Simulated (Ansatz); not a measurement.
# Si2Ge3H10: one species, many methods

One table from this session's results is given with a row withheld; the runs are named, their logs left out.

The runs use Ansatz 0.2.0, Gaussian basis; functionals in def2-TZVPP, the program's frozen cores in correlated methods.

Levels to be run: LDA (SPW92), PBE-D4, revPBE-D4, BLYP-D4, r2SCAN-D4, B97M-V, PBE0-D4, B3LYP-D4, r2SCANh-D4, r2SCAN0-D4, HSE06-D4, BHLYP-D4, CAM-B3LYP-D4, LC-ωPBE, ωB97X-V, ωB97M-V, B2PLYP, PBE-QIDH; CCSD(T)/def2-SVP; CCSD(T)/def2-TZVPP; MP2/def2-QZVPP; extrapolation to the limit; RPA on PBE.

## The relaxed structure

The geometry comes from an earlier relaxation with PBE0-D4 in a triple-zeta def2 set; it is a stationary point, not always the lowest conformer.

SMILES `[SiH2]1[GeH2][SiH2][GeH2][GeH2]1`, 15 atoms, charge 0, spin multiplicity 1.

Atoms are counted from 1 here; the program's logs count them from 0.

Bond lengths: Si1–Ge2 2.384 Å, Si1–Ge5 2.388 Å, Si1–H6 1.489 Å, Si1–H7 1.488 Å, Ge2–Si3 2.385 Å, Ge2–H8 1.541 Å, Ge2–H9 1.538 Å, Si3–Ge4 2.390 Å, Si3–H10 1.488 Å, Si3–H11 1.489 Å, Ge4–Ge5 2.443 Å, Ge4–H12 1.540 Å, Ge4–H13 1.539 Å, Ge5–H14 1.539 Å, Ge5–H15 1.540 Å. Angles: Ge2–Si1–Ge5 103.9°, Ge2–Si1–H6 108.7°, Ge2–Si1–H7 113.4°, Ge5–Si1–H6 109.1°, Ge5–Si1–H7 112.8°, H6–Si1–H7 108.8°, Si1–Ge2–Si3 102.7°, Si1–Ge2–H8 109.3°, Si1–Ge2–H9 113.5°, Si3–Ge2–H8 109.4°, Si3–Ge2–H9 113.4°, H8–Ge2–H9 108.4°, Ge2–Si3–Ge4 104.4°, Ge2–Si3–H10 113.2°, Ge2–Si3–H11 108.7°, Ge4–Si3–H10 112.5°, Ge4–Si3–H11 109.1°, H10–Si3–H11 108.7° and more.

Set-up of the first run:

in.yaml reads:

```yaml
crystal:
  periodic: [false, false, false]
  atoms:
    - {symbol: Si, position_ang: [-1.257952, -0.870468, 1.292077]}
    - {symbol: Ge, position_ang: [0.078968, -1.960600, -0.354082]}
    - {symbol: Si, position_ang: [1.819678, -0.378545, -0.747988]}
    - {symbol: Ge, position_ang: [0.714819, 1.740804, -0.723017]}
    - {symbol: Ge, position_ang: [-1.340030, 1.399091, 0.553590]}
    - {symbol: H, position_ang: [-0.550063, -0.932771, 2.601074]}
    - {symbol: H, position_ang: [-2.608839, -1.473557, 1.449222]}
    - {symbol: H, position_ang: [-0.747824, -2.142099, -1.641976]}
    - {symbol: H, position_ang: [0.596540, -3.339450, 0.090404]}
    - {symbol: H, position_ang: [2.557064, -0.621845, -2.017039]}
    - {symbol: H, position_ang: [2.784978, -0.438473, 0.384618]}
    - {symbol: H, position_ang: [0.363558, 2.182025, -2.155726]}
    - {symbol: H, position_ang: [1.591775, 2.833661, -0.086460]}
    - {symbol: H, position_ang: [-1.448961, 2.390494, 1.725455]}
    - {symbol: H, position_ang: [-2.553709, 1.611743, -0.370142]}
basis:
  gaussian: {orbitals: def2-TZVPP}
hamiltonian: {xc: lda}
output: {orbitals: {seedname: orbitals}}
```

Among the steps run: LDA; PBE-D4 (GGA); revPBE-D4 (GGA); BLYP-D4 (GGA); r2SCAN-D4 (meta-GGA); B97M-V (meta-GGA); PBE0-D4 (hybrid); B3LYP-D4 (hybrid); r2SCANh-D4 (hybrid); r2SCAN0-D4 (hybrid); HSE06-D4 (hybrid); BHLYP-D4 (hybrid); CAM-B3LYP-D4 (range-separated); LC-ωPBE-D4 (range-separated; the results give it without D4); ωB97X-V (range-separated); ωB97M-V (range-separated); B2PLYP (double hybrid); PBE-QIDH (double hybrid).

One table of the session follows, with a row left open; its other results are not shown here.

It belongs to the step «Frontier levels by functional». 

| functional | HOMO (eV) | gap (eV) |
| --- | --- | --- |
| LDA (SPW92) | -6.71 | 4.99 |
| PBE-D4 | -6.60 | 5.02 |
| revPBE-D4 | -6.55 | 5.05 |
| BLYP-D4 | -6.42 | 5.02 |
| r2SCAN-D4 | -6.84 | 5.41 |
| B97M-V | -6.94 | 5.34 |
| PBE0-D4 | -7.58 | 6.75 |
| B3LYP-D4 | -7.37 | 6.40 |
| r2SCANh-D4 | -7.20 | 6.03 |
| r2SCAN0-D4 | -7.74 | 6.96 |
| HSE06-D4 | -7.20 | 5.99 |
| BHLYP-D4 | ? | ? |
| CAM-B3LYP-D4 | -8.73 | 8.98 |
| LC-ωPBE | -10.00 | 11.25 |
| ωB97X-V | -9.70 | 10.82 |
| ωB97M-V | -9.50 | 10.39 |

Estimate the missing values for BHLYP-D4.

Worked estimate for «HOMO (eV)». Against the share of exact exchange, BLYP-D4 (0, -6.42), B3LYP-D4 (0.2, -7.37) give a slope of -4.75 per unit share; at 0.5 the line stands at -8.79.

**Answer.** HOMO (eV): -8.42; gap (eV): 8.47. In «HOMO (eV)» the line misses by -0.37.
